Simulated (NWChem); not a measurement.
# PBEOP/jorge-TZP (esp esp) run of CH4AlFO (SMILES [CH3][Al]([OH])[F])

Aim: the energy change on altering one bond length of CH4AlFO at PBEOP/jorge-TZP (esp esp), from 2 runs. 

The results are computed with NWChem 7.3.0.

3 further runs of the same task are left out: 2 that didn't finish, 1 set aside as unsound or not needed.

## Step 1: The structure to begin with

The species is CH4AlFO (8 atoms), meant as a singlet with charge 0. SMILES: `[CH3][Al]([OH])[F]`. The shape is that of a PBE0-D4/def2-TZVP optimisation. This is one conformer, not always the lowest.

Bond lengths: C1–Al2 1.930 Å, Al2–O3 1.689 Å, Al2–F4 1.654 Å, C1–H5 1.094 Å, C1–H6 1.093 Å, C1–H7 1.091 Å, O3–H8 0.956 Å. Angles: C1–Al2–O3 120.6°, C1–Al2–F4 121.2°, O3–Al2–F4 118.2°, Al2–C1–H5 110.7°, Al2–C1–H6 110.7°, Al2–C1–H7 111.9°, Al2–O3–H8 123.8°, H5–C1–H6 106.8°, H5–C1–H7 108.2°, H6–C1–H7 108.3°.

## Step 2: The energy at PBEOP/jorge-TZP (esp esp)

calc.xyz

```xyz
8
CH4AlFO
C     -0.540500     1.137000    -0.105400
Al     0.133600    -0.668900    -0.198600
O      1.255200    -1.228300     0.933600
F     -0.366000    -1.708800    -1.383300
H      0.272900     1.859000    -0.220000
H     -0.998800     1.329500     0.868500
H     -1.283600     1.335300    -0.879800
H      1.619500    -2.111800     0.929100
```

calc.nw

```
START calc
TITLE "CH4AlFO"
memory stack 880 mb heap 220 mb global 1100 mb

GEOMETRY units angstrom noautoz
load format xyz calc.xyz
END

BASIS "ao basis" spherical bse
C library jorge-TZP
Al library jorge-TZP
O library jorge-TZP
F library jorge-TZP
H library jorge-TZP
END

DFT
xc pbeop
grid fine
convergence energy 1e-07
mulliken
print medium
END

ESP
range 0.4
spacing 0.035
recalculate
END

TASK dft
TASK esp
```

Started as:

```
$ nwchem calc.nw > calc.out
```

Output:

```text
[...]
          Wavefunction type:  closed shell.
          No. of atoms     :     8
          No. of electrons :    40
[...]
          Charge           :     0
          Spin multiplicity:     1
[...]
          AO basis - number of functions:   189
[...]
              XC Information
              --------------
                        PBEOP Method XC Functional
          PerdewBurkeErnzerhof Exchange Functional  1.000
                    OP_PBE96 Correlation Potential  1.000
[...]
 d= 0,ls=0.0,diis     1   -457.8116741601 -6.15D+02  6.98D-03  3.49D+00     3.9
[...]
 d= 0,ls=0.0,diis    11   -457.9437682570 -2.08D-08  2.80D-07  1.54D-08    37.3
         Total DFT energy =     -457.943768256974
      One electron energy =     -947.758093444587
           Coulomb energy =      377.081344089695
    Exchange-Corr. energy =      -44.460518672787
 Nuclear repulsion energy =      157.193499770706
[...]
      Total Density - Mulliken Population Analysis
     ---------------------------------------------
    Atom       Charge   Shell Charges
 -----------   ------   -------------------------------------------------------
    1 C    6     6.23   0.55  1.39  0.02  0.71  0.54  1.36  0.98  0.68  0.01 -0.00  0.00
    2 Al  13    12.30   0.24  0.59  0.84  0.30  1.70  0.28  0.56  0.25  4.96  0.95  0.56  0.35  0.13  0.31  0.17  0.11
    3 O    8     8.47   0.58  1.38  0.17  0.89  0.74  1.93  1.76  1.02  0.00  0.01  0.00
    4 F    9     9.37   0.58  1.38  0.25  0.94  0.76  2.29  2.04  1.13  0.00  0.00  0.00
    5 H    1     0.96   0.27  0.52  0.12  0.02  0.02  0.00
    6 H    1     0.95   0.27  0.52  0.12  0.02  0.02  0.00
    7 H    1     0.95   0.27  0.51  0.12  0.02  0.02  0.00
    8 H    1     0.77   0.26  0.37  0.04  0.06  0.03  0.01
[...]
 Dipole moment                                  0.286719
 Quadrupole moment Qxx                        -12.395088
                   Qyy                          5.739192
                   Qzz                          6.655897
[...]
```

Wall time 46 s (1 thread of AMD EPYC 9R45 (Zen 5), shared host); peak memory 0.13 GiB.

## Step 3: The distorted shape at the same level

test.nw

```
start test
title "CH4AlFO energy"
memory 2200 mb

geometry noautoz
   C    -0.354725    1.087425    0.088200
   Al    0.319375   -0.718475   -0.005000
   O     1.440975   -1.277875    1.127200
   F    -0.180225   -1.758375   -1.189700
   H     0.458675    1.809425   -0.026400
   H    -0.813025    1.279925    1.062100
   H    -1.283600    1.335300   -0.879800
   H     1.805275   -2.161375    1.122700
end

basis spherical bse
   C library jorge-TZP
   Al library jorge-TZP
   O library jorge-TZP
   F library jorge-TZP
   H library jorge-TZP
end

dft
   xc pbeop
   mult 1
   grid fine
   convergence energy 1e-07
   mulliken
end

esp
   range 0.4
   spacing 0.035
   recalculate
end

task dft energy
task esp
```

Started as:

```
$ nwchem test.nw > test.out
```

Output:

```text
[...]
          Wavefunction type:  closed shell.
          No. of atoms     :     8
          No. of electrons :    40
[...]
          Charge           :     0
          Spin multiplicity:     1
[...]
          AO basis - number of functions:   189
[...]
              XC Information
              --------------
                        PBEOP Method XC Functional
          PerdewBurkeErnzerhof Exchange Functional  1.000
                    OP_PBE96 Correlation Potential  1.000
[...]
 d= 0,ls=0.0,diis     1   -457.7838252709 -6.14D+02  7.02D-03  3.49D+00     3.9
[...]
 d= 0,ls=0.0,diis    11   -457.9182932843 -1.62D-08  2.75D-07  1.11D-08    37.0
         Total DFT energy =     -457.918293284281
      One electron energy =     -945.866979514895
           Coulomb energy =      376.085130521069
    Exchange-Corr. energy =      -44.383854827168
 Nuclear repulsion energy =      156.247410536713
[...]
      Total Density - Mulliken Population Analysis
     ---------------------------------------------
    Atom       Charge   Shell Charges
 -----------   ------   -------------------------------------------------------
    1 C    6     6.24   0.55  1.39  0.02  0.71  0.55  1.29  1.03  0.69  0.01  0.00  0.00
    2 Al  13    12.29   0.24  0.59  0.84  0.30  1.70  0.29  0.56  0.24  4.96  0.95  0.56  0.35  0.13  0.31  0.18  0.11
    3 O    8     8.47   0.58  1.38  0.17  0.89  0.74  1.93  1.76  1.02  0.00  0.01  0.00
    4 F    9     9.37   0.58  1.38  0.25  0.94  0.76  2.29  2.04  1.13  0.00  0.00  0.00
    5 H    1     0.95   0.27  0.51  0.12  0.02  0.02  0.00
    6 H    1     0.95   0.27  0.51  0.12  0.02  0.02  0.00
    7 H    1     0.96   0.21  0.49  0.23  0.01  0.01  0.00
    8 H    1     0.77   0.26  0.37  0.04  0.06  0.02  0.01
[...]
 Dipole moment                                  0.339839
 Quadrupole moment Qxx                        -13.091247
                   Qyy                          6.122025
                   Qzz                          6.969222
[...]
```

Run time: 45 s. Hardware: 1 thread of AMD EPYC 9R45 (Zen 5), shared host; peak memory 0.13 GiB.

## Step 4: What came out

Level: PBEOP/jorge-TZP (esp esp).

| quantity | value |
| --- | --- |
| first shape: total energy | -457.94377 Eh |
| first shape: dipole moment | 0.67 D |
| first shape: HOMO energy | -7.33 eV |
| first shape: LUMO energy | -0.82 eV |
| first shape: HOMO–LUMO gap | 6.51 eV |
| distorted shape: total energy | -457.91829 Eh |
| distorted shape: dipole moment | 0.79 D |
| distorted shape: HOMO energy | -7.35 eV |
| distorted shape: LUMO energy | -0.92 eV |
| distorted shape: HOMO–LUMO gap | 6.43 eV |
| energy change with the C1–H7 bond stretched from 1.091 to 1.364 Å | 0.693 eV |

In words: With the C1–H7 bond stretched from 1.091 to 1.364 Å the energy rises by 0.69 eV (16.0 kcal/mol). The first shape isn't relaxed at this level, so the change isn't measured from a minimum.
